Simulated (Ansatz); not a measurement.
# [CSO3F3]− (trifluoromethanesulfonate): MP2/x2c-TZVPPall (sfX2C, start density atoms)

Aim: the energy difference between two shapes of [CSO3F3]− (trifluoromethanesulfonate) at MP2/x2c-TZVPPall (sfX2C, start density atoms), from 2 runs. 

The calculation is run with Ansatz 0.2.0.

4 further runs of the same task are left out: 1 that didn't finish, 3 set aside as unsound or not needed. Runs told in other sessions of the task aren't counted.

### Step 1. Starting point

[CSO3F3]−: 8 atoms, total charge -1, spin state singlet. SMILES: `[O-]S(=O)(=O)C(F)(F)F`. The shape is that of a PBE0-D4/def2-TZVPD optimisation.

Bond lengths: O1–S2 1.447 Å, S2–O3 1.447 Å, S2–O4 1.447 Å, S2–C5 1.853 Å, C5–F6 1.341 Å, C5–F7 1.341 Å, C5–F8 1.341 Å. Some angles: O1–S2–O3 115.5°, O1–S2–O4 115.5°, O1–S2–C5 102.4°, O3–S2–O4 115.5°, O3–S2–C5 102.4°, O4–S2–C5 102.4°, S2–C5–F6 111.9°, S2–C5–F7 111.9°, S2–C5–F8 111.9°, F6–C5–F7 106.9°.

### Step 2. The energy at MP2/x2c-TZVPPall (sfX2C, start density atoms)

File run.yaml:

```yaml
crystal:
  periodic: [false, false, false]
  atoms:
    - {symbol: O, position_ang: [-0.452120, -1.793850, 0.534600]}
    - {symbol: S, position_ang: [0.514500, -0.855220, 0.007850]}
    - {symbol: O, position_ang: [1.622110, -0.542800, 0.884460]}
    - {symbol: O, position_ang: [0.853150, -1.026290, -1.388190]}
    - {symbol: C, position_ang: [-0.440870, 0.732840, -0.006730]}
    - {symbol: F, position_ang: [-0.854330, 1.079580, 1.221330]}
    - {symbol: F, position_ang: [0.292430, 1.753940, -0.474640]}
    - {symbol: F, position_ang: [-1.534870, 0.651830, -0.778680]}
basis:
  gaussian: {orbitals: x2c-TZVPPall}
total_charge: -1
hamiltonian: {pseudopotentials: {relativity: scalar}}
correlation: {method: mp2, electrons: outside_noble_gas}
accuracy: high
output: {orbitals: {seedname: orbitals}}
```

Launch:

```console
$ ansatz run run.yaml --threads 1 --pin off --max-ram 3480MiB --events-out events.jsonl --progress --plain --runs-dir runs
```

Log:

```text
Warning: RAYON_NUM_THREADS=1 ignored (pool sized by the plan → 1); use --threads N
Functional definition: HF
  name "HF"
  exchange = exact_x
  correlation = 0
4475 factors; integrals over basis functions are off by at most 5.3e-8 eV
mean field evaluation 1: about -26116.0976 eV, gradient 7.4e1 eV
mean field evaluation 2: about -26116.4239 eV, gradient 7.4e1 eV
mean field evaluation 4: about -26126.2859 eV, gradient 5.5e0 eV
mean field evaluation 8: about -26126.3831 eV, gradient 2.8e-1 eV
mean field evaluation 16: about -26126.3836 eV, gradient 1.1e-7 eV
mean field -26126.38361160 eV, -960.1268886276 hartree, gradient 2.7e-8 eV, S^2 0.000000; 0 other end points of the search recorded, 0 dependent functions left out
12 core orbitals not correlated: weight in the atoms' cores, before any rotation towards them, 1.000 or more for the frozen orbitals, at most 0.000 for the correlated occupied ones
reference -26126.38361160 eV, -960.1268886276 hartree; 25, 25 occupied and 222, 222 virtual orbitals, 4475 factors
second order -48.88086936 eV of doubles, -0.00000000 eV of singles
Total energy: -26175.26448096 eV, -961.9232274438 hartree
Relativity: scalar
```

It took 23 s on 1 thread of AMD EPYC 9R45 (Zen 5), shared host; peak memory 1.9 GiB.

### Step 3. The distorted shape, same level

File run.yaml:

```yaml
crystal:
  periodic: [false, false, false]
  atoms:
    - {symbol: O, position_ang: [-0.454506, -1.807689, 0.544624]}
    - {symbol: S, position_ang: [0.543610, -0.836244, -0.000581]}
    - {symbol: O, position_ang: [1.617494, -0.555585, 0.882980]}
    - {symbol: O, position_ang: [0.853567, -1.033587, -1.354074]}
    - {symbol: C, position_ang: [-0.448537, 0.722098, -0.025775]}
    - {symbol: F, position_ang: [-0.875478, 1.066518, 1.216078]}
    - {symbol: F, position_ang: [0.277219, 1.743662, -0.467350]}
    - {symbol: F, position_ang: [-1.510300, 0.690506, -0.780496]}
basis:
  gaussian: {orbitals: x2c-TZVPPall}
total_charge: -1
hamiltonian: {pseudopotentials: {relativity: scalar}}
correlation: {method: mp2, electrons: outside_noble_gas}
accuracy: high
output: {orbitals: {seedname: orbitals}}
```

Launch:

```console
$ ansatz run run.yaml --threads 1 --pin off --max-ram 3480MiB --events-out events.jsonl --progress --plain --runs-dir runs
```

Log:

```text
Warning: RAYON_NUM_THREADS=1 ignored (pool sized by the plan → 1); use --threads N
[... 4 set-up lines as earlier in the session ...]
4477 factors; integrals over basis functions are off by at most 7.2e-8 eV
mean field evaluation 1: about -26116.0582 eV, gradient 7.4e1 eV
mean field evaluation 2: about -26116.3863 eV, gradient 7.4e1 eV
mean field evaluation 4: about -26126.1747 eV, gradient 5.6e0 eV
mean field evaluation 8: about -26126.2708 eV, gradient 6.1e-1 eV
mean field evaluation 16: about -26126.2715 eV, gradient 1.1e-8 eV
mean field -26126.27148060 eV, -960.1227678893 hartree, gradient 2.1e-8 eV, S^2 0.000000; 0 other end points of the search recorded, 0 dependent functions left out
12 core orbitals not correlated: weight in the atoms' cores, before any rotation towards them, 1.000 or more for the frozen orbitals, at most 0.000 for the correlated occupied ones
reference -26126.27148060 eV, -960.1227678893 hartree; 25, 25 occupied and 222, 222 virtual orbitals, 4477 factors
second order -48.75916791 eV of doubles, -0.00000000 eV of singles
Total energy: -26175.03064851 eV, -961.9146342599 hartree
Relativity: scalar
```

It took 23 s on 1 thread of AMD EPYC 9R45 (Zen 5), shared host; peak memory 1.9 GiB.

### Step 4. Results

Level: MP2/x2c-TZVPPall (sfX2C, start density atoms), 12 core orbitals frozen.

```
                                                              quantity          value
                                             first shape: total energy  -961.92323 Eh
                      first shape: HOMO energy (Hartree–Fock orbitals)       -7.25 eV
                      first shape: LUMO energy (Hartree–Fock orbitals)       10.24 eV
    first shape: HOMO–LUMO gap (to an unbound level, set by the basis)       17.49 eV
             first shape: correlation energy (12 core orbitals frozen)    -1796.3 mEh
                                         distorted shape: total energy  -961.91463 Eh
                  distorted shape: HOMO energy (Hartree–Fock orbitals)       -7.13 eV
                  distorted shape: LUMO energy (Hartree–Fock orbitals)       10.29 eV
distorted shape: HOMO–LUMO gap (to an unbound level, set by the basis)       17.42 eV
         distorted shape: correlation energy (12 core orbitals frozen)    -1791.9 mEh
                                energy change with the atoms displaced       0.234 eV
```

In words: With the atoms displaced the energy rises by 0.23 eV (22.6 kJ/mol). The first shape isn't relaxed at this level, so the change isn't measured from a minimum.
